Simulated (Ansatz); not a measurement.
What does this script print? It uses Ansatz's Python interface.

Contents of `gamo3.yaml`:
```yaml
crystal:
  lattice:
    - [4.94483, 0.0, 0.0]
    - [0.0, 4.94483, 0.0]
    - [0.0, 0.0, 4.94483]
  atoms:
    - { symbol: Ga, position: [0.0, 0.0, 0.0] }
    - { symbol: Ga, position: [0.5, 0.5, 0.5] }
    - { symbol: Mo, position: [0.25, 0.0, 0.5] }
    - { symbol: Mo, position: [0.5, 0.75, 0.0] }
    - { symbol: Mo, position: [0.75, 0.0, 0.5] }
    - { symbol: Mo, position: [0.5, 0.25, 0.0] }
    - { symbol: Mo, position: [0.0, 0.5, 0.75] }
    - { symbol: Mo, position: [0.0, 0.5, 0.25] }
kpoints:
  mp_grid: { grid: [5, 5, 5] }
hamiltonian:
  xc: r2scan
scf:
  occupations: { method: cold, width: 0.1 }
output:
  forces: true
  stress: true
```

Script `yaml_run_gamo3.py`:
```python
"""GaMo3 from YAML text."""

import ansatz as az
import numpy as np
import pandas as pd
import yaml


def main() -> None:
    with open("gamo3.yaml") as handle:
        tree = yaml.safe_load(handle)
    print("sections:", list(tree))
    planned = az.Session.from_dict(tree).plan(threads=1, pin="off")
    out = planned.execute()
    r = out.report

    energy = r["free_energy_ev"]
    print("GaMo3: {:.6f} eV = {:.6f} Ry = {:.6f} Ha".format(energy, energy / 13.605693, energy / 27.211386))
    print("Fermi level {:.4f} eV, {} k-points, {} symmetry operations".format(r["fermi_energy_ev"], r["n_kpoints"], r["n_symmetry_ops"]))

    # pressure is a third of the trace
    print("pressure by term (GPa)")
    for term, tensor in r["stress_terms_gpa"].items():
        if np.any(tensor):
            print(f"  {term:28s} {np.trace(np.array(tensor)) / 3:12.3f}")
    print(f"  {'total':28s} {np.trace(np.array(r['stress_gpa'])) / 3:12.3f}")

    # forces in eV per angstrom
    table = pd.DataFrame(r["forces_ev_ang"], columns=["fx", "fy", "fz"])
    table.insert(0, "atom", [site["symbol"] for site in r["lattice"]["sites"]])
    print(table.round(4).to_string())


if __name__ == "__main__":
    main()
```

```console
$ python yaml_run_gamo3.py
sections: ['crystal', 'kpoints', 'hamiltonian', 'scf', 'output']
DeckWarning: basis.ecutwfc = 500 eV, auto-derived from the records' recommended cutoffs: set by Ga (their level for a meta-GGA)
GaMo3: -37387.678771 eV = -2747.943730 Ry = -1373.971865 Ha
Fermi level 19.4382 eV, 10 k-points, 48 symmetry operations
pressure by term (GPa)
  kinetic                          2543.233
  hartree                          1360.975
  ewald                           -5609.250
  local_pseudopotential            2189.302
  nonlocal_pseudopotential         -230.123
  augmentation                      241.503
  nlcc                             -103.258
  xc                               -393.737
  augmentation_tail                   0.001
  scf_correction                     -0.001
  pulay_correction                    0.084
  total                              -1.270
  atom   fx   fy   fz
0   Ga  0.0  0.0  0.0
1   Ga  0.0 -0.0 -0.0
2   Mo  0.0  0.0  0.0
3   Mo -0.0  0.0  0.0
4   Mo  0.0 -0.0  0.0
5   Mo  0.0  0.0  0.0
6   Mo  0.0  0.0 -0.0
7   Mo  0.0  0.0  0.0
```
(Warnings from the package without file and line, repeats left out.)

Caveats:
- Absolute energies stand on the zero of these potentials, so only differences at equal settings mean something. A total without «per atom» is that of the cell as typed.
- No spin polarisation was allowed.
- For a metal this k-point mesh is coarse: on a finer one energies can move by several to tens of meV an atom and pressures by half a GPa or more, differences at one mesh by less.
- An absolute Fermi energy rests on an arbitrary zero of the periodic potential and has no direct meaning.
- Pressure is positive in compression.
- The structure is a deposited one; some such entries were measured under pressure or heat, so a shift against it needn't be the functional's error alone.
- Timing: 10 s on 1 thread of Arm Neoverse V2, with other jobs on the host, peak memory 0.78 GiB.

(Lines on the test bed's own set-up are left out of the output.)
